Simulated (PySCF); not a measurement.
# C₆H₁₁FO₂Si: geometry, NMR shifts and electronic excitations

What NMR shifts and electronic excitations should C₆H₁₁FO₂Si (`CC(=O)O[Si@@H](F)C1CCC1`) show?

The runs use PySCF 2.14.0, with density-fitted response routines of our own; the level of theory stands in each step. All values are computed, except where a source is named. Atoms count from 0, in the outputs and in this text.

### Step 1. Starting geometry

21 atoms, charge 0, multiplicity 1; geometry from: GFN2-xTB.

Bonds of the start (Å): C0–C1 1.50, C1–O2 1.20, C1–O3 1.33, O3–Si4 1.65, Si4–F5 1.61, Si4–C6 1.89, C6–C7 1.54, C7–C8 1.53, C8–C9 1.53, C9–C6 1.55, C0–H10 1.09, C0–H11 1.09, C0–H12 1.09, Si4–H13 1.45, C6–H14 1.09, C7–H15 1.09, C7–H16 1.09, C8–H17 1.09, C8–H18 1.09, C9–H19 1.09, C9–H20 1.09.

### Step 2. Relaxing the molecule at PBE0-D3(BJ)/def2-SVP

Job settings and geometry (Å):

```
{"job": {"xc": "PBE0", "basis": "def2-SVP", "d3": "d3bj", "grid": 1, "kind": "geom"}, "charge": 0, "multiplicity": 1}
C      3.560779     1.290566     0.045102
C      2.370516     0.675820    -0.631981
O      1.902578     1.033839    -1.677670
O      1.866331    -0.343227     0.059801
Si     0.552296    -1.238832    -0.392959
F      0.523251    -2.227857     0.873877
C     -1.041643    -0.225703    -0.430563
C     -2.382745    -0.990110    -0.385489
C     -2.879122    -0.034266     0.706767
C     -1.452671     0.503869     0.873479
H      4.324077     0.528530     0.185137
H      3.950697     2.105856    -0.556190
H      3.266642     1.655633     1.026540
H      0.856785    -2.054495    -1.550994
H     -1.033542     0.475733    -1.266435
H     -2.272114    -2.012242    -0.029838
H     -2.953605    -0.999248    -1.311440
H     -3.570054     0.716398     0.327832
H     -3.316221    -0.503570     1.585497
H     -0.956876     0.107675     1.757925
H     -1.342110     1.586455     0.862720
```

Output:

```text
step   0  E = -774.05281310  max force = 0.027415
step   1  E = -774.05812235  max force = 0.002780
step   2  E = -774.05839486  max force = 0.001714
step   3  E = -774.05847784  max force = 0.002095
step   4  E = -774.05852593  max force = 0.001599
step   5  E = -774.05857105  max force = 0.001263
step   6  E = -774.05860793  max force = 0.001989
step   7  E = -774.05865133  max force = 0.001903
step   8  E = -774.05870336  max force = 0.001585
step   9  E = -774.05872955  max force = 0.000757
step  10  E = -774.05874594  max force = 0.000693
step  11  E = -774.05875497  max force = 0.000495
step  12  E = -774.05875900  max force = 0.000252
optimisation converged
```

Run time: 3.6 min. Hardware: 1 thread, shared host.

Step by step:

| step | energy from step 0 (eV) | largest force component (eV/Å) |
| --- | --- | --- |
| 0 | 0.0000 | 1.4097 |
| 1 | -0.1445 | 0.1430 |
| 2 | -0.1519 | 0.0881 |
| 3 | -0.1541 | 0.1077 |
| 4 | -0.1555 | 0.0822 |
| 5 | -0.1567 | 0.0649 |
| 6 | -0.1577 | 0.1023 |
| 7 | -0.1589 | 0.0979 |
| 8 | -0.1603 | 0.0815 |
| 9 | -0.1610 | 0.0389 |
| 10 | -0.1614 | 0.0356 |
| 11 | -0.1617 | 0.0255 |
| 12 | -0.1618 | 0.0130 |

Distances of close pairs at the start and the end, largest changes first:

| bond | before (Å) | after (Å) | change (Å) |
| --- | --- | --- | --- |
| O3–Si4 | 1.653 | 1.716 | +0.063 |
| Si4–C6 | 1.889 | 1.851 | -0.038 |
| Si4–H13 | 1.449 | 1.481 | +0.032 |
| Si4–F5 | 1.607 | 1.625 | +0.017 |
| C7–H15 | 1.088 | 1.101 | +0.013 |
| C9–H19 | 1.089 | 1.102 | +0.013 |
| C8–H18 | 1.088 | 1.101 | +0.013 |
| C8–H17 | 1.088 | 1.101 | +0.013 |

The final coordinates are the input of the step that follows.

| at the end point | value |
| --- | --- |
| point group (found at 0.08 Å tolerance) | C1 |
| rotational constants (GHz, main isotopes) | 1.886, 0.728, 0.624 |
| dipole moment (D) | 1.39 |

### Step 3. NMR shieldings: PBE0/pcSseg-1

Job settings and geometry (Å):

```
{"job": {"kind": "nmr", "xc": "PBE0", "basis": "pcSseg-1"}, "charge": 0, "multiplicity": 1}
C      3.128833     1.521407     0.153145
C      1.945207     0.809951    -0.421068
O      1.392608     1.094088    -1.458601
O      1.520831    -0.209966     0.328934
Si     0.159161    -1.049410    -0.292415
F     -0.045893    -2.196672     0.839676
C     -1.356258     0.013885    -0.266696
C     -2.741630    -0.663742    -0.086600
C     -3.127106     0.466796     0.884047
C     -1.632878     0.798310     1.045777
H      3.962819     0.813740     0.268209
H      3.421033     2.350681    -0.499974
H      2.882107     1.893617     1.158177
H      0.523206    -1.743179    -1.549545
H     -1.352084     0.694836    -1.131648
H     -2.656103    -1.631288     0.432347
H     -3.354793    -0.804149    -0.988924
H     -3.661972     1.276559     0.364168
H     -3.694645     0.197461     1.787633
H     -1.198630     0.298445     1.926394
H     -1.333964     1.856778     1.067344
```

Method: GIAO PBE0/pcSseg-1 NMR shielding, non-relativistic, gas phase.

Output:

```text
coarse grid: 18224 points
cycle   1  E = -774.1326213618  dE =  1.353e+00  |g| = 1.076e+00  |ddm| = 4.103e+00
cycle   2  E = -773.7953990421  dE =  3.372e-01  |g| = 1.759e+00  |ddm| = 1.852e+00
cycle   3  E = -774.3305898062  dE = -5.352e-01  |g| = 2.817e-01  |ddm| = 1.258e+00
cycle   4  E = -774.3446117539  dE = -1.402e-02  |g| = 8.570e-02  |ddm| = 2.261e-01
cycle   5  E = -774.3457512056  dE = -1.139e-03  |g| = 2.398e-02  |ddm| = 5.914e-02
cycle   6  E = -774.3458731435  dE = -1.219e-04  |g| = 5.469e-03  |ddm| = 1.996e-02
cycle   7  E = -774.3458790626  dE = -5.919e-06  |g| = 1.584e-03  |ddm| = 5.115e-03
final grid: 172288 points
cycle   8  E = -774.4318789324  dE = -2.891e-05  |g| = 1.503e-02  |ddm| = 3.228e-02
cycle   9  E = -774.4318159071  dE =  6.303e-05  |g| = 2.355e-02  |ddm| = 2.604e-02
cycle  10  E = -774.4319236293  dE = -1.077e-04  |g| = 2.558e-03  |ddm| = 1.585e-02
cycle  11  E = -774.4319248515  dE = -1.222e-06  |g| = 4.429e-04  |ddm| = 1.812e-03
cycle  12  E = -774.4319248806  dE = -2.914e-08  |g| = 1.808e-04  |ddm| = 3.616e-04
cycle  13  E = -774.4319248869  dE = -6.269e-09  |g| = 4.110e-05  |ddm| = 1.466e-04
cycle  14  E = -774.4319248872  dE = -3.167e-10  |g| = 9.439e-06  |ddm| = 4.020e-05
converged SCF energy = -774.4319248872

GIAO shielding tensors (ppm)
atom      isotropic    diamagn.    paramagn.     s11        s22        s33       span
  0 C      162.053     248.417     -86.364    141.216    152.547    192.396     51.179
  1 C        5.286     252.188    -246.903    -93.993     35.891     73.959    167.952
  2 O     -137.625     407.419    -545.044   -378.413   -251.919    217.456    595.869
  3 O       99.804     405.810    -306.006    -38.696    134.116    203.991    242.687
  4 Si     355.644     881.185    -525.540    317.681    347.929    401.324     83.643
  5 F      365.572     471.696    -106.124    320.274    381.244    395.198     74.924
  6 C      162.467     254.945     -92.477    143.375    171.072    172.955     29.579
  7 C      161.923     250.540     -88.617    144.754    165.295    175.721     30.967
  8 C      159.073     254.819     -95.745    141.652    163.965    171.603     29.952
  9 C      161.662     247.073     -85.411    143.255    164.720    177.011     33.756
 10 H       29.031      26.479       2.552     25.365     27.864     33.865      8.500
 11 H       29.577      26.618       2.959     25.522     27.921     35.287      9.766
 12 H       29.073      28.859       0.214     25.420     28.577     33.223      7.802
 13 H       26.127      30.290      -4.162     22.833     23.831     31.718      8.885
 14 H       29.028      34.794      -5.766     25.488     28.707     32.889      7.401
 15 H       29.015      30.788      -1.773     25.466     28.898     32.680      7.214
 16 H       29.518      29.750      -0.232     25.870     26.085     36.599     10.729
 17 H       28.998      30.385      -1.388     26.309     26.675     34.008      7.699
 18 H       29.409      29.124       0.285     25.482     25.948     36.797     11.315
 19 H       29.063      32.451      -3.388     25.913     29.036     32.241      6.328
 20 H       29.548      32.148      -2.600     25.391     27.494     35.758     10.367
```

Run time: 40 s. Hardware: 1 thread, shared host.

Shifts follow as δ = σ(reference) − σ, with reference shieldings (ppm) from runs at the same level and on the same kind of geometry: ¹H TMS 31.27, ¹³C TMS 184.4, ²⁹Si TMS 352.0, ¹⁹F CFCl3 177.2, ¹⁷O H2O 334.6. The references are single molecules in the gas phase, so shifts against H2O, NH3, PH3, H3PO4 or CFCl3 are not on the usual liquid scales and can be off by tens of ppm. Atoms listed in one row are averaged.

| atoms | environment | σ (ppm) | δ (ppm) | δ scaled to CDCl3 |
| --- | --- | --- | --- | --- |
| C1 | carbonyl carbon | 5.3 | 179.1 | 173.4 |
| C8 | sp3 CH2 in a ring | 159.1 | 25.3 | 24.1 |
| C9 | sp3 CH2 in a ring | 161.7 | 22.7 | 21.6 |
| C7 | sp3 CH2 in a ring | 161.9 | 22.5 | 21.3 |
| C0 | methyl carbon α to a carbonyl | 162.1 | 22.4 | 21.2 |
| C6 | sp3 CH bonded to Si | 162.5 | 21.9 | 20.8 |
| H13 | hydrogen on a silicon bonded to C, F, O | 26.13 | 5.14 | – |
| H17 | hydrogen on an sp3 CH2 in a ring | 29.00 | 2.27 | 2.37 |
| H15 | hydrogen on an sp3 CH2 in a ring | 29.01 | 2.25 | 2.35 |
| H14 | hydrogen on an sp3 CH bonded to Si | 29.03 | 2.24 | 2.34 |
| H19 | hydrogen on an sp3 CH2 in a ring | 29.06 | 2.20 | 2.30 |
| H10, H11, H12 | hydrogen on a methyl carbon α to a carbonyl | 29.23 | 2.04 | 2.15 |
| H18 | hydrogen on an sp3 CH2 in a ring | 29.41 | 1.86 | 1.98 |
| H16 | hydrogen on an sp3 CH2 in a ring | 29.52 | 1.75 | 1.87 |
| H20 | hydrogen on an sp3 CH2 in a ring | 29.55 | 1.72 | 1.85 |
| O2 | carbonyl oxygen | -137.6 | 472.2 | – |
| O3 | oxygen bonded to C, Si | 99.8 | 234.8 | – |
| Si4 | silicon bonded to C, F, O, H | 355.6 | -3.7 | – |
| F5 | fluorine bonded to Si | 365.6 | -188.3 | – |

The scaled column applies a straight-line fit of computed shieldings to shifts measured in CDCl3, and one for carbons that bear F (root-mean-square error 0.21 ppm for H, 2.0 ppm for C).

Charges from the same density, by scheme (e):

| atoms | Mulliken | IAO | Hirshfeld | ESP fit |
| --- | --- | --- | --- | --- |
| C0 | -0.24 | -0.47 | -0.12 | -0.65 |
| C1 | 0.39 | 0.54 | 0.22 | 0.88 |
| O2 | -0.43 | -0.47 | -0.25 | -0.58 |
| O3 | -0.58 | -0.58 | -0.20 | -0.47 |
| Si4 | 1.19 | 1.37 | 0.48 | 0.61 |
| F5 | -0.43 | -0.53 | -0.20 | -0.27 |
| C6 | -0.59 | -0.44 | -0.13 | -0.22 |
| C7 | -0.18 | -0.25 | -0.07 | -0.11 |
| C8 | -0.22 | -0.25 | -0.07 | -0.16 |
| C9 | -0.20 | -0.25 | -0.07 | -0.11 |

Mayer bond orders: C0–C1 1.00, C1–O2 1.91, C1–O3 1.10, O3–Si4 0.79, Si4–F5 0.92, Si4–C6 0.90, C6–C7 0.99, C7–C8 1.03, C8–C9 1.03, C9–C6 1.00.

Ring of atoms C6, C7, C8, C9: NICS(0) -0.6, NICS(1) -0.7, NICS(1)zz 4.9 ppm (means of both faces).

### Step 4. TDDFT and polarisability: PBE0/def2-SVPD

The job, as its differences from that of step 3:

```diff
@@ -1,2 +1,2 @@
-{"job": {"kind": "nmr", "xc": "PBE0", "basis": "pcSseg-1"}, "charge": 0, "multiplicity": 1}
+{"job": {"kind": "uv", "xc": "PBE0", "basis": "def2-SVPD", "ip": true}, "charge": 0, "multiplicity": 1}
 C      3.128833     1.521407     0.153145
```

Level: TDDFT PBE0/def2-SVPD, vertical, gas phase, core orbitals frozen in the response.

Output:

```text
coarse grid: 18224 points
cycle   1  E = -773.7575238863  dE =  1.271e+00  |g| = 1.020e+00  |ddm| = 7.508e+00
cycle   2  E = -773.4212467912  dE =  3.363e-01  |g| = 1.698e+00  |ddm| = 4.203e+00
cycle   3  E = -773.9468210670  dE = -5.256e-01  |g| = 2.641e-01  |ddm| = 2.852e+00
cycle   4  E = -773.9595727425  dE = -1.275e-02  |g| = 8.372e-02  |ddm| = 3.669e-01
cycle   5  E = -773.9607465008  dE = -1.174e-03  |g| = 2.359e-02  |ddm| = 1.373e-01
cycle   6  E = -773.9608710598  dE = -1.246e-04  |g| = 4.950e-03  |ddm| = 4.234e-02
cycle   7  E = -773.9608761762  dE = -5.116e-06  |g| = 1.482e-03  |ddm| = 1.623e-02
final grid: 172288 points
cycle   8  E = -774.0762504374  dE = -3.325e-05  |g| = 1.398e-02  |ddm| = 2.015e-01
cycle   9  E = -774.0761925430  dE =  5.789e-05  |g| = 2.197e-02  |ddm| = 5.408e-02
cycle  10  E = -774.0762918287  dE = -9.929e-05  |g| = 2.344e-03  |ddm| = 3.325e-02
cycle  11  E = -774.0762929097  dE = -1.081e-06  |g| = 4.262e-04  |ddm| = 3.293e-03
cycle  12  E = -774.0762929397  dE = -3.006e-08  |g| = 1.679e-04  |ddm| = 9.630e-04
cycle  13  E = -774.0762929452  dE = -5.505e-09  |g| = 4.374e-05  |ddm| = 3.581e-04
cycle  14  E = -774.0762929456  dE = -4.006e-10  |g| = 9.148e-06  |ddm| = 1.518e-04
converged SCF energy = -774.0762929456

Static polarisability (au): isotropic 98.110, principal 87.013 93.283 114.035

Singlet excitations
state   eV       nm        f      main configurations
  1   5.8391    212.3   0.00036   H-1->L 0.86, H->L 0.10
  2   6.9374    178.7   0.02259   H->L 0.88, H-1->L 0.10
  3   7.3957    167.6   0.00567   H->L+1 0.75, H->L+2 0.16
  4   7.5925    163.3   0.02885   H-1->L+1 0.61, H->L+2 0.25
  5   7.6525    162.0   0.01478   H->L+2 0.53, H-1->L+1 0.32
  6   7.8597    157.7   0.00093   H-2->L 0.83, H-5->L 0.10
  7   7.9819    155.3   0.00905   H-1->L+2 0.36, H-3->L 0.33, H-4->L 0.15
  8   7.9972    155.0   0.00179   H-3->L 0.60, H-1->L+2 0.27
  9   8.0428    154.2   0.02375   H->L+4 0.72, H->L+3 0.22
 10   8.1623    151.9   0.02033   H->L+3 0.57, H->L+4 0.21

Triplet excitations (Tamm-Dancoff, eV): 5.3065 6.1352 6.8871 7.0641
Vertical ionisation energy (delta-SCF) = 9.9632 eV
```

It took 7.8 min on 1 thread, shared host.

The orbitals next to the gap, with their largest atomic shares:

| orbital | eV | atoms |
| --- | --- | --- |
| HOMO−3 | -9.06 | C8 16 %, C6 14 %, C7 13 % |
| HOMO−2 | -8.98 | C9 23 %, C7 23 %, C8 14 % |
| HOMO−1 | -8.39 | O2 60 %, O3 11 %, C0 7 % |
| HOMO | -8.14 | C6 24 %, Si4 15 %, C8 12 % |
| LUMO | -0.21 | C1 38 %, O2 28 %, O3 12 % |
| LUMO+1 | 0.39 | C0 14 %, Si4 12 %, C1 11 % |
| LUMO+2 | 0.65 | Si4 23 %, C7 12 %, F5 9 % |

With each of the 10 states as a Gaussian band of 0.4 eV half-width at 1/e, the curve within the window shown has maxima at 158 nm (ε 2,900) L/(mol cm). Beyond the last state computed it falls off for lack of states. The curve at chosen wavelengths:

nm, ε (L/mol/cm) and a bar:
```
      147        919 #########
      151       2023 #####################
      154       2663 ###########################
      158       2950 ##############################
      161       2843 #############################
      165       2405 ########################
      169       1817 ##################
      172       1471 ###############
      176       1221 ############
      179       1092 ###########
      183        855 #########
      187        554 ######
      190        349 ####
      194        160 ##
      197         81 #
      201         33 
      205         18 
      208         16 
      212         15 
      215         14 
      219         12 
      223          9 
      226          7 
      230          4 
      233          3 
      237          2
```

Ground-state properties from the same run:

| property | computed |
| --- | --- |
| dipole moment (D) | 1.47 |
| polarisability (Å³) | 14.54 |
| HOMO–LUMO gap (eV) | 7.92 |
| −ε(HOMO) (eV) | 8.14 |

### Step 5. Nuclear shieldings: B3LYP/pcSseg-1

The job, as its differences from that of step 4:

```diff
@@ -1,2 +1,2 @@
-{"job": {"kind": "uv", "xc": "PBE0", "basis": "def2-SVPD", "ip": true}, "charge": 0, "multiplicity": 1}
+{"job": {"kind": "nmr", "xc": "B3LYP", "basis": "pcSseg-1", "pop": false}, "charge": 0, "multiplicity": 1}
 C      3.128833     1.521407     0.153145
```

Method: GIAO B3LYP/pcSseg-1 NMR shielding, non-relativistic, gas phase.

Output:

```text
coarse grid: 18224 points
cycle   1  E = -774.7651452691  dE =  1.321e+00  |g| = 1.187e+00  |ddm| = 4.134e+00
cycle   2  E = -774.2727222108  dE =  4.924e-01  |g| = 2.039e+00  |ddm| = 2.157e+00
cycle   3  E = -774.9982609850  dE = -7.255e-01  |g| = 3.407e-01  |ddm| = 1.518e+00
cycle   4  E = -775.0186647039  dE = -2.040e-02  |g| = 1.085e-01  |ddm| = 2.738e-01
cycle   5  E = -775.0204420828  dE = -1.777e-03  |g| = 3.251e-02  |ddm| = 7.489e-02
cycle   6  E = -775.0206652056  dE = -2.231e-04  |g| = 7.248e-03  |ddm| = 2.687e-02
cycle   7  E = -775.0206757631  dE = -1.056e-05  |g| = 2.110e-03  |ddm| = 7.029e-03
cycle   8  E = -775.0206767037  dE = -9.406e-07  |g| = 4.547e-04  |ddm| = 1.923e-03
final grid: 172288 points
cycle   9  E = -775.1194349016  dE = -4.450e-05  |g| = 7.546e-03  |ddm| = 2.716e-02
cycle  10  E = -775.1194185875  dE =  1.631e-05  |g| = 1.165e-02  |ddm| = 1.403e-02
cycle  11  E = -775.1194473100  dE = -2.872e-05  |g| = 1.582e-03  |ddm| = 8.664e-03
cycle  12  E = -775.1194477327  dE = -4.227e-07  |g| = 4.377e-04  |ddm| = 1.157e-03
cycle  13  E = -775.1194477630  dE = -3.028e-08  |g| = 1.691e-04  |ddm| = 3.781e-04
cycle  14  E = -775.1194477680  dE = -5.024e-09  |g| = 4.229e-05  |ddm| = 1.232e-04
cycle  15  E = -775.1194477683  dE = -3.083e-10  |g| = 1.014e-05  |ddm| = 3.769e-05
converged SCF energy = -775.1194477683

GIAO shielding tensors (ppm)
atom      isotropic    diamagn.    paramagn.     s11        s22        s33       span
  0 C      156.736     247.728     -90.993    134.826    147.634    187.748     52.922
  1 C       -0.943     251.959    -252.902   -100.657     29.855     67.972    168.629
  2 O     -141.857     408.598    -550.455   -383.318   -256.226    213.974    597.292
  3 O       95.351     406.567    -311.216    -44.085    131.503    198.636    242.722
  4 Si     347.102     881.392    -534.290    309.403    338.712    393.190     83.787
  5 F      363.152     472.543    -109.391    316.837    381.167    391.452     74.614
  6 C      155.485     254.597     -99.112    135.956    164.235    166.263     30.307
  7 C      155.788     250.250     -94.463    138.763    158.701    169.899     31.135
  8 C      152.880     253.999    -101.119    135.479    157.334    165.827     30.348
  9 C      155.362     247.165     -91.803    137.023    157.964    171.100     34.077
 10 H       29.145      26.651       2.494     25.615     28.092     33.729      8.114
 11 H       29.714      26.696       3.018     25.801     28.175     35.165      9.364
 12 H       29.183      29.297      -0.114     25.664     28.776     33.111      7.447
 13 H       26.321      30.709      -4.388     23.060     24.045     31.858      8.798
 14 H       29.169      35.124      -5.954     25.824     28.964     32.721      6.897
 15 H       29.154      31.067      -1.912     25.755     29.121     32.587      6.833
 16 H       29.622      29.636      -0.014     26.134     26.368     36.364     10.230
 17 H       29.134      30.255      -1.120     26.541     26.970     33.892      7.352
 18 H       29.501      28.891       0.610     25.742     26.195     36.565     10.823
 19 H       29.196      32.957      -3.761     26.174     29.271     32.142      5.968
 20 H       29.637      32.460      -2.823     25.656     27.738     35.517      9.861
```

It took 37 s on 1 thread, shared host.

This run: δ C1 180.2, C8 26.4, C9 23.9, C6 23.8, H13 5.06, H17 2.25 ppm.

### Step 6. Side by side: NMR shifts

Shifts (ppm) of some atoms, chosen among heavy atoms and hydrogens apart, with basis size and wall time:

| run | C6 | H13 | H20 | O2 | O3 | Si4 | F5 | functions | time |
| --- | --- | --- | --- | --- | --- | --- | --- | --- | --- |
| PBE0/pcSseg-1 | 21.9 | 5.14 | 1.72 | 472.2 | 234.8 | -3.7 | -188.3 | 232 | 40 s |
| B3LYP/pcSseg-1 | 23.8 | 5.06 | 1.75 | 475.9 | 238.7 | -9.2 | -191.2 | 232 | 37 s |

### Step 7. Summary of results

```
                                                              quantity                                                     value
                                                           point group                                                        C1
                                  rotational constants (main isotopes)                                      1.89, 0.73, 0.62 GHz
                                ¹³C shifts against TMS (PBE0/pcSseg-1)                   179.1, 25.3, 22.7, 22.5, 22.4, 21.9 ppm
¹H shifts against TMS (PBE0/pcSseg-1, means over atoms taken as alike)  5.14, 2.27, 2.25, 2.24, 2.20, 2.04, 1.86, 1.75, 1.72 ppm
                                ¹⁷O shifts against H2O (PBE0/pcSseg-1)                                          472.2, 234.8 ppm
                               ²⁹Si shifts against TMS (PBE0/pcSseg-1)                                                  -3.7 ppm
                              ¹⁹F shifts against CFCl3 (PBE0/pcSseg-1)                                                -188.3 ppm
                                       lowest singlet (PBE0/def2-SVPD)                               5.84 eV (212 nm), f = 0.000
                              brightest single state of those computed                               state 4, 7.59 eV, f = 0.029
                                                        lowest triplet                                                   5.31 eV
                                     vertical ionisation energy (ΔSCF)                                                   9.96 eV
                                             range of the shift of Si4                                          -9.2 to -3.7 ppm
```

What this shows: The optimisation took 12 steps and gained 0.162 eV; among the close pairs (by a distance rule), O3–Si4 changed most, from 1.653 to 1.716 Å. No frequency check was run at this level, so the end point may be a saddle. At PBE0/pcSseg-1: The largest span, 596 ppm, is at O2, where the paramagnetic term is -545 ppm. The first singlet state (HOMO−1→LUMO 0.86, HOMO→LUMO 0.10) lies at 5.84 eV and is dark; of the 10 states computed, the strongest absorption comes from state 4 at 7.59 eV. The lowest triplet lies 0.53 eV below the lowest singlet (triplets in Tamm-Dancoff, singlets in full TDDFT). The orbital energy would give 8.14 eV for ionisation, ΔSCF gives 9.96 eV. In ppm, Si4 moves most: its shift spreads over 5.6 ppm, from -9.2 (B3LYP/pcSseg-1) to -3.7 (PBE0/pcSseg-1).
